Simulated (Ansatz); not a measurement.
# SiB: a trial structure relaxed, part 1 of 2

Where does this trial cell of SiB go when cell and atoms are let free?

Program: Ansatz 0.2.0. Level of theory: DFT PBE, scalar-relativistic, plane waves, PAW. These are calculated values, not measurements.

## (1) The starting structure

The structure is hexagonal, space group P-6m2 (No. 187). The conventional cell has a = 3.062 Å, b = 3.062 Å, c = 3.368 Å, α = 90.00°, β = 90.00°, γ = 120.00°. Si (site symmetry -6m2) is surrounded by 6 B at 2.44 Å. Around B (site symmetry -6m2) lie 6 Si at 2.44 Å.

As a file:

```
Si B
1.0
     3.06168    0.00000    0.00000
    -1.53084    2.65149    0.00000
     0.00000    0.00000    3.36784
Si B
1 1
Direct
  0.33333 0.66667 0.50000
  0.00000 0.00000 0.00000
```

The cell is invented: close-packed layers stacked AB|A (P-6m2, No. 187). The dimensions are guesses.

## (2) A first look at the guess

input.yaml

```yaml
crystal:
  lattice:
    - [3.06167703, 0.0, 0.0]
    - [-1.53083852, 2.65149009, 0.0]
    - [0.0, 0.0, 3.36784474]
  atoms:
    - { symbol: Si, position: [0.33333333, 0.66666667, 0.5] }
    - { symbol: B, position: [0.0, 0.0, 0.0] }
basis:
  ecutwfc: 420
kpoints:
  mp_grid: { grid: [6, 6, 6] }
hamiltonian:
  xc: pbe
scf:
  occupations: { method: gaussian, width: 0.1 }
  lower_state_search: "off"
output:
  forces: true
  stress: true
  eigenvalues: true
```

Command:

```sh
ansatz run input.yaml --threads 1 --pin off --max-ram 2048MiB --backend cpu --events-out ev --progress --plain --runs-dir out
```

The program printed (excerpt; [...] marks lines left out):

```text
[...]
SCF converged after 6 iterations
Free energy (F): -789.257294 eV
[...]
E sigma→0 (E₀):  -789.255372 eV
Entropy (-TS):   -0.003844 eV (-1.922 meV/atom)
Fermi energy:    7.601289 eV
[...]
--- Forces (eV/Å), atoms counted from 1 ---
  atom   1  Si     0.00000000     0.00000000     0.00000000
  atom   2  B     -0.00000000    -0.00000000     0.00000000
[...]
--- Stress (GPa, compression-positive) ---
      -15.025727      -0.000000       0.000000
       -0.000000     -15.025727       0.000000
        0.000000       0.000000     -33.554400
  P = ⅓ Tr σ = -21.2020 GPa (-212.020 kbar)
--- Band table (eV; the first three rows and the last of 28) ---
  k-point 0: bands = ["-5.3189", "5.1320", "7.8797", "10.0945", "10.0945", "14.2779", "14.2779", "15.6679"]
[...]
```

Run time: 0.7 s. Hardware: 1 thread of Arm Neoverse V2, shared host; peak memory 0.25 GiB.

The probe gives pressure -21.2 GPa, largest force 0.00 eV/Å, gap on this mesh none (metal). A guess like this is first relaxed loosely on the coarse mesh.

## (3) Rough relaxation on the coarse mesh

Edit input.yaml of step 2 so:

```diff
@@ -21 +21,6 @@
   eigenvalues: true
+relax:
+  adjacent_minimum: "off"
+  f_tol: 0.04
+  max_steps: 70
+  cell: { stress_tol: 0.4 }
```

Command:

```sh
ansatz run input.yaml --threads 1 --pin off --max-ram 2048MiB --backend cpu --events-out ev --progress --plain --runs-dir out
```

The program printed:

```text
Warning: RAYON_NUM_THREADS=1 ignored (pool sized by the plan → 1); use --threads N
Engine: ansatz 0.2.0, aarch64-unknown-linux-gnu
Pseudopotentials: kind: paw
Pseudopotential: Si, paw, valence charge 4, recommended cutoff 420 eV (normal), Si.paw.azcp
Pseudopotential: B, paw, valence charge 3, recommended cutoff 420 eV (normal), B.paw.azcp
Functional definition: PBE
  parameter kappa = 0.804
  parameter beta = 0.06672455060314922
  exchange = pbe_x(kappa = kappa, mu = beta*pi^2/3)
  correlation = pbe_c(beta = beta)
Crystal: 2 atoms, lattice volume = 27.340 Å³
Basis set: ecut = 420 eV, 563 PW (Γ), exchange–correlation on 48×48×48 points (8 copies of the dense FFT grid, shifted against one another)
Bands: 8, of which v1, the nominal top of the filled ones, is band 4 counted from 1 (3 counted from 0)
Symmetry: 12 space group operations
Space group: P-6m2 (ITA 187), of the structure as read, at distance tolerance 3.0e-5 Å
k-points: 28 of 216 (time reversal used)
Non-local potential: Si, projectors of the file, l = 0: 2, l = 1: 2, l = 2: 2
Non-local potential: B, projectors of the file, l = 0: 2, l = 1: 2, l = 2: 1
PAW form: soft (Blöchl's): semilocal exchange-correlation on the pseudo side does not see the compensation charge
PAW one-centre angular grid: Si, 110 points (default); XC on 64 Gauss nodes
PAW one-centre angular grid: B, 110 points (default); XC on 64 Gauss nodes
Initial density: superposition of atomic densities (neutral atoms: chi_scale 0, normalization atom), corrected by the library's trained network
Initial wavefunctions: pseudopotential atomic-orbital guess
Functional: x = pbe(κ = 0.804, μ = 0.2195149727645171), c = pbe(β = 0.06672455060314922)
SCF iter   1: F=—  HF=-789.256973 eV  |F-HF|=—  |Δ(HF+E_count)|=         —  Δρ=2.54e-3  dr2=1.05e-3  ethr=1.77e-3  ⟨swp⟩=5.1  Hψ=1700  notcnv=0
preconditioner: auto → none  [insulator: Δε(μ)=0.165 eV  Ē_g=10.027 eV  σ=0.100 eV  W_gap=0.67  n_scr=2 (ndim 8)  ℏωp=18.8 eV  f_vac=0.000  D(μ)=0.75/eV (n_scr^D=2)  ε∞_Penn≈4.5]
SCF iter   2: F=—  HF=-789.257128 eV  |F-HF|=—  |Δ(HF+E_count)|=   1.55e-4  Δρ=1.30e-3  dr2=2.66e-4  ethr=1.50e-5  ⟨swp⟩=1.8  Hψ=474  notcnv=0
SCF iter   3: F=—  HF=-789.257327 eV  |F-HF|=—  |Δ(HF+E_count)|=   2.00e-4  Δρ=5.44e-4  dr2=1.44e-4  ethr=3.79e-6  ⟨swp⟩=2.4  Hψ=295  notcnv=0
SCF iter   4: F=—  HF=-789.257287 eV  |F-HF|=—  |Δ(HF+E_count)|=   4.04e-5  Δρ=1.24e-4  dr2=4.64e-6  ethr=2.06e-6  ⟨swp⟩=1.9  Hψ=272  notcnv=0
SCF iter   5: F=—  HF=-789.257294 eV  |F-HF|=—  |Δ(HF+E_count)|=   7.15e-6  Δρ=1.84e-5  dr2=6.58e-8  ethr=6.63e-8  ⟨swp⟩=2.4  Hψ=294  notcnv=0
SCF iter   6: F=-789.257294 eV  HF=-789.257294 eV  |F-HF|=1.64e-8  |Δ(HF+E_count)|=   4.18e-8  Δρ=7.08e-6  dr2=2.30e-8  ethr=9.41e-10  ⟨swp⟩=3.3  Hψ=860  notcnv=0
SCF 1 converged in 6 iterations: F = -789.257294 eV  dr2 = 2.30e-8
relax step   1: F+E_penalty+E_count = -789.25729423 eV  Δ(F+E_penalty+E_count) = +0.000e0 eV  max|allowed force component| = 2.961e-16 eV/Å  Δτ_max = 0.0000 Å  P = -21.202 GPa  Ω = 27.340 Å³  (6 SCF iters, dr2 threshold 1.00e-7 eV, accepted)
Crystal: 2 atoms, lattice volume = 24.956 Å³
Basis set: ecut = 420 eV, 467 PW (Γ), exchange–correlation on 48×48×48 points (8 copies of the dense FFT grid, shifted against one another)
Initial density: handed on by an earlier stage of this run
Initial wavefunctions: those handed on with the density
iter 1 solved again at ethr=2.67e-4 eV; its pass at ethr=3.10e-3 eV (dr2=1.87e-2 eV) is discarded
SCF iter   1: F=—  HF=-789.592446 eV  |F-HF|=—  |Δ(HF+E_count)|=         —  Δρ=6.78e-3  dr2=1.87e-2  ethr=2.67e-4  ⟨swp⟩=1.0  Hψ=2064  notcnv=0
preconditioner: auto → none  [metal: Δε(μ)=0.086 eV  Ē_g=10.749 eV  σ=0.100 eV  W_gap=0.45  n_scr=2 (ndim 8)  ℏωp=19.7 eV  f_vac=0.000  D(μ)=1.25/eV (n_scr^D=8)]
SCF iter   2: F=—  HF=-789.586500 eV  |F-HF|=—  |Δ(HF+E_count)|=   5.95e-3  Δρ=1.68e-3  dr2=9.74e-4  ethr=2.67e-4  ⟨swp⟩=2.5  Hψ=399  notcnv=0
SCF iter   3: F=—  HF=-789.586178 eV  |F-HF|=—  |Δ(HF+E_count)|=   3.22e-4  Δρ=7.04e-4  dr2=1.08e-4  ethr=1.39e-5  ⟨swp⟩=1.9  Hψ=290  notcnv=0
SCF iter   4: F=—  HF=-789.586140 eV  |F-HF|=—  |Δ(HF+E_count)|=   3.79e-5  Δρ=1.29e-4  dr2=2.73e-6  ethr=1.54e-6  ⟨swp⟩=1.9  Hψ=291  notcnv=0
SCF iter   5: F=-789.586140 eV  HF=-789.586140 eV  |F-HF|=7.08e-9  |Δ(HF+E_count)|=   5.22e-7  Δρ=1.43e-5  dr2=2.66e-8  ethr=2.86e-9  ⟨swp⟩=5.4  Hψ=1125  notcnv=0
SCF 2 converged in 5 iterations: F = -789.586140 eV  dr2 = 2.66e-8
relax step   2: F+E_penalty+E_count = -789.58613956 eV  Δ(F+E_penalty+E_count) = -3.288e-1 eV  max|allowed force component| = 5.921e-16 eV/Å  Δτ_max = 0.0000 Å  P = -15.984 GPa  Ω = 24.956 Å³  energy of the carried Pulay correction = +1.233e-3 eV  (5 SCF iters, dr2 threshold 2.00e-7 eV, accepted)
Crystal: 2 atoms, lattice volume = 21.658 Å³
Basis set: ecut = 420 eV, 407 PW (Γ), exchange–correlation on 48×48×48 points (8 copies of the dense FFT grid, shifted against one another)
iter 1 solved again at ethr=6.12e-4 eV; its pass at ethr=3.10e-3 eV (dr2=4.29e-2 eV) is discarded
SCF iter   1: F=—  HF=-789.812389 eV  |F-HF|=—  |Δ(HF+E_count)|=         —  Δρ=1.16e-2  dr2=4.22e-2  ethr=6.12e-4  ⟨swp⟩=1.0  Hψ=2057  notcnv=0
preconditioner: auto → none  [metal: Δε(μ)=0.016 eV  Ē_g=11.910 eV  σ=0.100 eV  W_gap=0.09  n_scr=2 (ndim 8)  ℏωp=21.1 eV  f_vac=0.000  D(μ)=2.26/eV (n_scr^D=22)]
SCF iter   2: F=—  HF=-789.798198 eV  |F-HF|=—  |Δ(HF+E_count)|=   1.42e-2  Δρ=2.48e-3  dr2=1.77e-3  ethr=6.03e-4  ⟨swp⟩=2.5  Hψ=420  notcnv=0
SCF iter   3: F=—  HF=-789.797497 eV  |F-HF|=—  |Δ(HF+E_count)|=   7.01e-4  Δρ=1.01e-3  dr2=1.56e-4  ethr=2.52e-5  ⟨swp⟩=1.9  Hψ=296  notcnv=0
SCF iter   4: F=—  HF=-789.797403 eV  |F-HF|=—  |Δ(HF+E_count)|=   9.41e-5  Δρ=2.27e-4  dr2=6.45e-6  ethr=2.23e-6  ⟨swp⟩=2.0  Hψ=315  notcnv=0
SCF iter   5: F=-789.797400 eV  HF=-789.797400 eV  |F-HF|=4.43e-9  |Δ(HF+E_count)|=   3.46e-6  Δρ=2.33e-5  dr2=5.69e-8  ethr=2.86e-9  ⟨swp⟩=3.8  Hψ=1138  notcnv=0
SCF 3 converged in 5 iterations: F = -789.797400 eV  dr2 = 5.69e-8
relax step   3: F+E_penalty+E_count = -789.79739958 eV  Δ(F+E_penalty+E_count) = -2.113e-1 eV  max|allowed force component| = 1.665e-16 eV/Å  Δτ_max = 0.0000 Å  P = -2.461 GPa  Ω = 21.658 Å³  energy of the carried Pulay correction = +3.093e-3 eV  (5 SCF iters, dr2 threshold 2.00e-7 eV, accepted)
Crystal: 2 atoms, lattice volume = 20.656 Å³
Basis set: ecut = 420 eV, 395 PW (Γ), exchange–correlation on 48×48×48 points (8 copies of the dense FFT grid, shifted against one another)
iter 1 solved again at ethr=4.85e-5 eV; its pass at ethr=3.10e-3 eV (dr2=3.39e-3 eV) is discarded
SCF iter   1: F=—  HF=-789.802702 eV  |F-HF|=—  |Δ(HF+E_count)|=         —  Δρ=3.85e-3  dr2=3.41e-3  ethr=4.85e-5  ⟨swp⟩=1.0  Hψ=1998  notcnv=0
preconditioner: auto → none  [insulator: Δε(μ)=0.124 eV  Ē_g=12.302 eV  σ=0.100 eV  W_gap=0.59  n_scr=2 (ndim 8)  ℏωp=21.6 eV  f_vac=0.000  D(μ)=1.06/eV (n_scr^D=8)  ε∞_Penn≈4.1]
SCF iter   2: F=—  HF=-789.801654 eV  |F-HF|=—  |Δ(HF+E_count)|=   1.05e-3  Δρ=1.19e-3  dr2=2.27e-4  ethr=4.85e-5  ⟨swp⟩=2.2  Hψ=296  notcnv=0
SCF iter   3: F=—  HF=-789.801608 eV  |F-HF|=—  |Δ(HF+E_count)|=   4.55e-5  Δρ=5.48e-4  dr2=3.43e-5  ethr=3.25e-6  ⟨swp⟩=1.7  Hψ=279  notcnv=0
SCF iter   4: F=—  HF=-789.801604 eV  |F-HF|=—  |Δ(HF+E_count)|=   4.21e-6  Δρ=8.00e-5  dr2=6.53e-7  ethr=4.89e-7  ⟨swp⟩=1.9  Hψ=281  notcnv=0
SCF iter   5: F=-789.801604 eV  HF=-789.801604 eV  |F-HF|=3.03e-10  |Δ(HF+E_count)|=   1.43e-7  Δρ=4.46e-6  dr2=1.59e-9  ethr=2.86e-9  ⟨swp⟩=5.1  Hψ=1140  notcnv=0
SCF 4 converged in 5 iterations: F = -789.801604 eV  dr2 = 1.59e-9
relax step   4: F+E_penalty+E_count = -789.80160403 eV  Δ(F+E_penalty+E_count) = -4.204e-3 eV  max|allowed force component| = 1.110e-16 eV/Å  Δτ_max = 0.0000 Å  P = +2.039 GPa  Ω = 20.656 Å³  energy of the carried Pulay correction = +3.670e-3 eV  (5 SCF iters, dr2 threshold 2.00e-7 eV, accepted)
Crystal: 2 atoms, lattice volume = 21.114 Å³
iter 1 solved again at ethr=1.47e-5 eV; its pass at ethr=3.10e-3 eV (dr2=1.03e-3 eV) is discarded
SCF iter   1: F=—  HF=-789.808002 eV  |F-HF|=—  |Δ(HF+E_count)|=         —  Δρ=2.18e-3  dr2=9.97e-4  ethr=1.47e-5  ⟨swp⟩=1.6  Hψ=1901  notcnv=0
preconditioner: auto → none  [metal: Δε(μ)=0.058 eV  Ē_g=12.123 eV  σ=0.100 eV  W_gap=0.29  n_scr=2 (ndim 8)  ℏωp=21.4 eV  f_vac=0.000  D(μ)=1.78/eV (n_scr^D=20)]
SCF iter   2: F=—  HF=-789.807692 eV  |F-HF|=—  |Δ(HF+E_count)|=   3.10e-4  Δρ=6.58e-4  dr2=6.98e-5  ethr=1.42e-5  ⟨swp⟩=2.0  Hψ=304  notcnv=0
SCF iter   3: F=—  HF=-789.807677 eV  |F-HF|=—  |Δ(HF+E_count)|=   1.50e-5  Δρ=2.36e-4  dr2=7.91e-6  ethr=9.98e-7  ⟨swp⟩=1.8  Hψ=292  notcnv=0
SCF iter   4: F=—  HF=-789.807677 eV  |F-HF|=—  |Δ(HF+E_count)|=   8.84e-7  Δρ=6.57e-5  dr2=4.72e-7  ethr=1.13e-7  ⟨swp⟩=1.9  Hψ=280  notcnv=0
SCF iter   5: F=-789.807677 eV  HF=-789.807677 eV  |F-HF|=1.43e-10  |Δ(HF+E_count)|=   4.68e-8  Δρ=2.53e-6  dr2=5.13e-10  ethr=2.86e-9  ⟨swp⟩=5.0  Hψ=1126  notcnv=0
SCF 5 converged in 5 iterations: F = -789.807677 eV  dr2 = 5.13e-10
relax step   5: F+E_penalty+E_count = -789.80767663 eV  Δ(F+E_penalty+E_count) = -6.073e-3 eV  max|allowed force component| = 1.480e-16 eV/Å  Δτ_max = 0.0000 Å  P = -0.329 GPa  Ω = 21.114 Å³  energy of the carried Pulay correction = +3.404e-3 eV  (5 SCF iters, dr2 threshold 2.00e-7 eV, accepted)
Basis set: ecut = 420 eV, 407 PW (Γ), exchange–correlation on 40×40×48 points (8 copies of the dense FFT grid, shifted against one another)
Initial wavefunctions: pseudopotential atomic-orbital guess (no wavefunctions were taken with the density)
iter 1 solved again at ethr=7.04e-8 eV; its pass at ethr=3.10e-3 eV (dr2=4.93e-6 eV) is discarded
SCF iter   1: F=—  HF=-789.806232 eV  |F-HF|=—  |Δ(HF+E_count)|=         —  Δρ=2.26e-4  dr2=1.06e-6  ethr=7.04e-8  ⟨swp⟩=3.1  Hψ=2330  notcnv=0
preconditioner: auto → none  [metal: Δε(μ)=0.061 eV  Ē_g=12.124 eV  σ=0.100 eV  W_gap=0.31  n_scr=2 (ndim 8)  ℏωp=21.4 eV  f_vac=0.000  D(μ)=1.80/eV (n_scr^D=20)]
SCF iter   2: F=—  HF=-789.806252 eV  |F-HF|=—  |Δ(HF+E_count)|=   1.96e-5  Δρ=1.16e-4  dr2=2.93e-7  ethr=1.52e-8  ⟨swp⟩=2.2  Hψ=312  notcnv=0
SCF iter   3: F=—  HF=-789.806254 eV  |F-HF|=—  |Δ(HF+E_count)|=   2.27e-6  Δρ=1.64e-5  dr2=6.14e-8  ethr=4.19e-9  ⟨swp⟩=2.1  Hψ=313  notcnv=0
SCF iter   4: F=-789.806254 eV  HF=-789.806254 eV  |F-HF|=4.38e-11  |Δ(HF+E_count)|=   1.05e-9  Δρ=1.67e-6  dr2=2.53e-10  ethr=1.83e-11  ⟨swp⟩=3.3  Hψ=828  notcnv=0
SCF 6 converged in 4 iterations: F = -789.806254 eV  dr2 = 2.53e-10
relax step   6: F+E_penalty+E_count = -789.80625378 eV  Δ(F+E_penalty+E_count) = +1.423e-3 eV  max|allowed force component| = 1.110e-16 eV/Å  Δτ_max = 0.0000 Å  P = -0.417 GPa  Ω = 21.114 Å³  stress off target by 4.23e-1 GPa  SCF on the basis re-selected at this cell (its energy is not comparable with the rows above)  (4 SCF iters)
basis re-selected at this cell: Δ(F+E_penalty+E_count) = +1.423e-3 eV, ΔP = -0.087 GPa vs the last step (what re-selecting the basis moved, of the pressure what is left beyond the Pulay correction that the steps carried, after the strain that the cell walked since its last selection, with what the two solves' SCF thresholds leave and, on support functions, any second-order correction that the steps lacked; it is no measure of the basis error at this ecutwfc). The dense FFT grid was sized anew with the basis: this SCF ran on 20×20×24 points, the steps before it on 24×24×24, so part of this shift can come from that change (see relax.cell in the input reference). This SCF's stress stands 4.23e-1 GPa from its target on what of the cell is left free (relax.cell.stress_tol is 4.00e-1 GPa) and its largest allowed force component is 1.11e-16 eV/Å (relax.f_tol is 4.00e-2 eV/Å): not within both, so this SCF does not close the relaxation
Crystal: 2 atoms, lattice volume = 21.045 Å³
iter 1 solved again at ethr=3.50e-7 eV; its pass at ethr=3.10e-3 eV (dr2=2.45e-5 eV) is discarded
SCF iter   1: F=—  HF=-789.806387 eV  |F-HF|=—  |Δ(HF+E_count)|=         —  Δρ=2.96e-4  dr2=2.45e-5  ethr=3.50e-7  ⟨swp⟩=1.0  Hψ=1717  notcnv=0
preconditioner: auto → none  [metal: Δε(μ)=0.065 eV  Ē_g=12.153 eV  σ=0.100 eV  W_gap=0.33  n_scr=2 (ndim 8)  ℏωp=21.4 eV  f_vac=0.000  D(μ)=1.75/eV (n_scr^D=20)]
SCF iter   2: F=—  HF=-789.806392 eV  |F-HF|=—  |Δ(HF+E_count)|=   4.16e-6  Δρ=6.09e-5  dr2=9.38e-7  ethr=3.50e-7  ⟨swp⟩=2.2  Hψ=292  notcnv=0
SCF iter   3: F=-789.806391 eV  HF=-789.806391 eV  |F-HF|=6.11e-8  |Δ(HF+E_count)|=   3.82e-7  Δρ=2.58e-5  dr2=8.95e-8  ethr=2.86e-9  ⟨swp⟩=5.1  Hψ=1147  notcnv=0
SCF 7 converged in 3 iterations: F = -789.806391 eV  dr2 = 8.95e-8
relax step   7: F+E_penalty+E_count = -789.80639109 eV  Δ(F+E_penalty+E_count) = -1.373e-4 eV  max|allowed force component| = 2.591e-16 eV/Å  Δτ_max = 0.0000 Å  P = +0.020 GPa  Ω = 21.045 Å³  energy of the carried Pulay correction = +5.039e-5 eV  (3 SCF iters, dr2 threshold 2.00e-7 eV, accepted)
iter 1 solved again at ethr=6.66e-8 eV; its pass at ethr=3.10e-3 eV (dr2=4.66e-6 eV) is discarded
SCF iter   1: F=—  HF=-789.806343 eV  |F-HF|=—  |Δ(HF+E_count)|=         —  Δρ=2.70e-5  dr2=8.99e-8  ethr=6.66e-8  ⟨swp⟩=3.1  Hψ=2338  notcnv=0
preconditioner: auto → none  [metal: Δε(μ)=0.064 eV  Ē_g=12.152 eV  σ=0.100 eV  W_gap=0.32  n_scr=2 (ndim 8)  ℏωp=21.4 eV  f_vac=0.000  D(μ)=1.75/eV (n_scr^D=20)]
SCF iter   2: F=—  HF=-789.806353 eV  |F-HF|=—  |Δ(HF+E_count)|=   9.54e-6  Δρ=1.26e-5  dr2=1.65e-8  ethr=1.28e-9  ⟨swp⟩=2.0  Hψ=302  notcnv=0
SCF iter   3: F=-789.806353 eV  HF=-789.806353 eV  |F-HF|=5.41e-10  |Δ(HF+E_count)|=   7.14e-9  Δρ=1.97e-6  dr2=9.11e-10  ethr=1.83e-11  ⟨swp⟩=3.0  Hψ=815  notcnv=0
SCF 8 converged in 3 iterations: F = -789.806353 eV  dr2 = 9.11e-10
relax step   8: F+E_penalty+E_count = -789.80635258 eV  Δ(F+E_penalty+E_count) = +3.851e-5 eV  max|allowed force component| = 2.776e-16 eV/Å  Δτ_max = 0.0000 Å  P = +0.020 GPa  Ω = 21.045 Å³  stress off target by 6.26e-2 GPa  SCF on the basis re-selected at this cell (its energy is not comparable with the rows above)  (3 SCF iters)
basis re-selected at this cell: Δ(F+E_penalty+E_count) = +3.851e-5 eV, ΔP = -0.001 GPa vs the last step (what re-selecting the basis moved, of the pressure what is left beyond the Pulay correction that the steps carried, after the strain that the cell walked since its last selection, with what the two solves' SCF thresholds leave and, on support functions, any second-order correction that the steps lacked; it is no measure of the basis error at this ecutwfc). This SCF's stress stands 6.26e-2 GPa from its target on what of the cell is left free (relax.cell.stress_tol is 4.00e-1 GPa) and its largest allowed force component is 2.78e-16 eV/Å (relax.f_tol is 4.00e-2 eV/Å): within both
SCF converged after 3 iterations
Free energy (F): -789.806353 eV
Harris-Foulkes:  -789.806353 eV  (|F-HF|=5.41e-10)
Internal energy: -789.797602 eV  (E = F + TS)
E sigma→0 (E₀):  -789.801977 eV
Entropy (-TS):   -0.008750 eV (-4.375 meV/atom)
Fermi energy:    10.656935 eV
--- Per-component energies (eV) ---
  E_band       = 33.880981
  E_kinetic    = 87.370936
  E_local      = -7.972036  (includes V_loc(G=0)·N_el)
  E_nonlocal   = 37.892623
  E_hartree    = 3.370003
  E_xc         = -87.713304
  E_vxc        = -85.501571  (∫ρ·V_xc dr)
  E_paw        = -590.803718  (= ΣΔE_a)
  E_vpaw       = -4.648913  (= ΣTr[D̂ρ^β])
  E_aug_tail   = 0.000004  (compensation charges beyond the density's cutoff)
  E_ewald      = -231.942111
  E_smearing   = -0.008750  (= −TS)
  E_closure    = 0.000000  (closes the sum)
  Σ components = -789.806353   (vs F -789.806353, Δ=0.00e0)
--- Forces (eV/Å), atoms counted from 1 ---
  atom   1  Si     0.00000000     0.00000000     0.00000000
  atom   2  B     -0.00000000    -0.00000000     0.00000000
  max |Σ_I F_I| component: 1.85e-16 eV/Å
--- Stress (GPa, compression-positive) ---
       -0.001894      -0.000000       0.000000
       -0.000000      -0.001894       0.000000
        0.000000       0.000000       0.062587
  P = ⅓ Tr σ = 0.0196 GPa (0.196 kbar)
--- Band table (eV; the first three rows and the last of 28) ---
  k-point 0: bands = ["-4.3447", "7.9945", "12.1596", "13.6134", "13.6134", "18.7934", "18.7934", "20.8617"]
  k-point 1: bands = ["-3.9443", "5.3824", "13.9256", "13.9256", "15.2732", "19.0978", "19.0978", "21.1162"]
  k-point 2: bands = ["-2.7582", "2.0648", "14.7346", "14.7346", "19.1574", "19.7052", "19.7052", "22.3380"]
  k-point 27: bands = ["4.8915", "5.6270", "6.4529", "7.3776", "8.0348", "8.1897", "24.5176", "24.5973"]
--- Relaxed structure (6 steps of the walk, 6 accepted, 2 SCFs on fresh bases) ---
  F+E_penalty+E_count = -789.80635258 eV   max|allowed force component| = 2.776e-16 eV/Å   (the final SCF, on the basis selected at the relaxed cell)
  cell:  # Å, volume = 21.0446 Å³
    - [2.8232646851020307, 2.6619605372883726e-9, 0.0]
    - [-1.4116323448563406, 2.445018937574852, 0.0]
    - [0.0, 0.0, 3.0486472841954773]
  atoms:
    - { symbol: Si, position: [0.3333333333333333, 0.6666666666666666, 0.5] }
    - { symbol: B, position: [-1.850371700815423e-17, -9.251858607474692e-18, 0.0] }
```

It took 5.7 s on 1 thread of Arm Neoverse V2, shared host; peak memory 0.27 GiB.

Relaxation path:

```csv
step,energy from step 1 (eV/cell),largest force component (eV/Å),pressure (GPa),volume (Å³)
1,0.0000,0.0000,-21.20,27.34
2,-0.3288,0.0000,-15.98,24.96
3,-0.5401,0.0000,-2.46,21.66
4,-0.5443,0.0000,2.04,20.66
5,-0.5504,0.0000,-0.33,21.11
6,-0.5490,0.0000,-0.42,21.11
7,-0.5491,0.0000,0.02,21.04
8,-0.5491,0.0000,0.02,21.04
```

Step 1 is the start. Steps 6, 8 each repeat the geometry before them on a plane-wave basis chosen anew, so the energy can jump there without any move.

|  | before | after | change |
| --- | --- | --- | --- |
| a (Å) | 3.062 | 2.823 | -7.8 % |
| b (Å) | 3.062 | 2.823 | -7.8 % |
| c (Å) | 3.368 | 3.049 | -9.5 % |
| volume (Å³/atom) | 13.67 | 10.52 | -23.0 % |
| shortest distance (Å) | 2.441 | 2.232 | -8.6 % |
| space group (0.01 Å) | P-6m2 | P-6m2 | same |

Forces and stress were held to the start's 12 operations: a distortion of lower symmetry was not tested.

(Continued in part 2 of 2.)
